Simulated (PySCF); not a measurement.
# Nd2H6: other functionals and bases at one geometry

The task here is to estimate one member of a computed series from the others.

Computed with PySCF 2.14.0. Level: several levels, as the steps say, no spin–orbit coupling.

5 further runs of the same task are left out: 2 for a known fault of the program, 3 that didn't finish.

## The starting structure

8 atoms, charge 0, spin multiplicity 1.

Bond lengths: Nd1–Nd2 3.685 Å, Nd1–H3 2.238 Å, Nd1–H4 2.238 Å, Nd1–H5 2.058 Å, Nd1–H6 2.058 Å, Nd2–H3 2.238 Å, Nd2–H4 2.238 Å, Nd2–H7 2.058 Å, Nd2–H8 2.058 Å. Angles: Nd2–Nd1–H3 34.6°, Nd2–Nd1–H4 34.6°, Nd2–Nd1–H5 122.7°, Nd2–Nd1–H6 122.7°, H3–Nd1–H4 69.1°, H3–Nd1–H5 116.4°, H3–Nd1–H6 116.4°, H4–Nd1–H5 116.4°, H4–Nd1–H6 116.4°, H5–Nd1–H6 114.6°, Nd1–Nd2–H3 34.6°, Nd1–Nd2–H4 34.6°, Nd1–Nd2–H7 122.7°, Nd1–Nd2–H8 122.7°, H3–Nd2–H4 69.1°, H3–Nd2–H7 116.4°, H3–Nd2–H8 116.4°, H4–Nd2–H7 116.4° and more.

As a file:

```
Nd    0.0000    0.0000    1.8425
Nd    0.0000    0.0000   -1.8425
H     1.2697    0.0000    0.0000
H    -1.2697    0.0000    0.0000
H     0.0000    1.7321    2.9541
H     0.0000   -1.7321    2.9541
H     0.0000    1.7321   -2.9541
H     0.0000   -1.7321   -2.9541
```

Formal oxidation states: Nd +3. Each metal's 3 4f electrons lie in its core potential, so multiplicities, spins and levels count the valence alone. An earlier session relaxed this geometry at r2SCAN, Nd lcecp-1-SVP with ECP49, H def2-SVP (singlet, point group D2h).

At r2SCAN on the finer grid: E = -71.364013 Eh, HOMO -5.92 eV, LUMO -2.67 eV, Mulliken charge on Nd1 +0.79 e, largest force component 0.006 eV/Å. 

Levels to run: PBE0; CAM-B3LYP; revPBE; TPSSh; r2SCAN, TZVP. Hardware: 2 threads of Arm Neoverse V1, shared host.

Set-up of the first run:

Contents of run.py (the lines that set the calculation):

```python
mol = gto.M(atom='''
Nd     0.00000     0.00000     1.84253
Nd     0.00000     0.00000    -1.84253
H      1.26968     0.00000     0.00000
H     -1.26968     0.00000     0.00000
H      0.00000     1.73208     2.95406
H      0.00000    -1.73208     2.95406
H      0.00000     1.73208    -2.95406
H      0.00000    -1.73208    -2.95406''',
    basis={'Nd': 'lcecp-1-SVP', 'H': 'def2-SVP'},
    ecp={'Nd': 'lcecp-1-SVP'},
    charge=0, spin=0)
mf = dft.RKS(mol, xc='PBE0')
mf.grids.atom_grid = (75, 302)  # f atoms: unpruned, at least (60, 302)
mf = mf.density_fit()  # fitting sets: Nd AutoAux, H def2-universal-JKFIT
mf.conv_tol = 1e-08; mf.max_cycle = 55
mf.kernel(dm0)  # dm0: the density of the relaxed state
```

The run is started by

```console
OMP_NUM_THREADS=2 python run.py
```

Among the steps run: PBE0; CAM-B3LYP; revPBE; TPSSh; r2SCAN, TZVP.

One table of the session follows, with a row left open; its other results are not shown here.

```
                level  HOMO (eV)  gap (eV)  charge on Nd1 (e)  largest force component (eV/Å)
r2SCAN (relaxed here)      -5.92      3.25               0.79                            0.01
                 PBE0      -6.85      4.65               0.79                            0.05
            CAM-B3LYP      -8.24      6.94               0.78                            0.10
               revPBE      -5.62      2.75               0.67                            0.05
                TPSSh          ?         ?                  ?                               ?
         r2SCAN, TZVP      -5.95      3.29               1.00                            0.05
```

**Question.** Estimate the row for TPSSh.

**Answer.** HOMO (eV): -6.31; gap (eV): 3.82; charge on Nd1 (e): 0.91; largest force component (eV/Å): 0.04. In the column «HOMO (eV)» it lies between PBE0 (-6.85) and r2SCAN, TZVP (-5.95).

In one basis the HOMO–LUMO gap runs from 2.75 eV (revPBE) to 6.94 eV (CAM-B3LYP). The largest leftover force, 0.10 eV/Å with CAM-B3LYP, stands at a geometry relaxed at another level. With 4f in the core, its levels are missing from HOMO and gap, and its count is fixed, so no charge can pass from the ligands into it. Total energies of different levels can't be compared.
